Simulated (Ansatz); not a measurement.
# OsBr: the cost of one run

Method: DFT PBE, scalar-relativistic, plane waves, PAW, in Ansatz 0.2.0.

## (1) Starting point

Symmetry: Pm-3m, No. 221, cubic system. The conventional cell has a = 3.533 Å, b = 3.533 Å, c = 3.533 Å, α = 90.00°, β = 90.00°, γ = 90.00°. Os (site symmetry m-3m) has 8 Br at 3.06 Å as nearest neighbours. Br (site symmetry m-3m) is surrounded by 8 Os at 3.06 Å.

Structure file:

```
CELL_PARAMETERS angstrom
3.53350 0.00000 0.00000
0.00000 3.53350 0.00000
0.00000 0.00000 3.53350
ATOMIC_POSITIONS crystal
Os 0.00000 0.00000 0.00000
Br 0.50000 0.50000 0.50000
```

(A quick probe on a coarse mesh, which set the mesh and smearing, is not shown.)

## (3) Coarse relaxation

input.yaml reads:

```yaml
crystal:
  lattice:
    - [3.5334950121, 0.0, 0.0]
    - [0.0, 3.5334950121, 0.0]
    - [0.0, 0.0, 3.5334950121]
  atoms:
    - { symbol: Os, position: [0.0, 0.0, 0.0], spin: 0.67 }
    - { symbol: Br, position: [0.5, 0.5, 0.5] }
basis:
  ecutwfc: 420
kpoints:
  mp_grid: { grid: [6, 6, 6] }
hamiltonian:
  xc: pbe
scf:
  occupations: { method: gaussian, width: 0.1 }
  lower_state_search: "off"
output:
  forces: true
  stress: true
  eigenvalues: true
  populations: true
magnetization:
  spin_polarized: true
relax:
  adjacent_minimum: "off"
  f_tol: 0.04
  max_steps: 70
  cell: { stress_tol: 0.4 }
```

Run with:

```sh
> ansatz run input.yaml --threads 1 --pin off --max-ram 2560MiB --backend cpu --events-out ev --progress --plain --runs-dir out
```

What time and memory should one allow on 1 thread of Intel Xeon 6975P-C (Granite Rapids), shared host?

About 15 s, with a peak of 0.33 GiB.
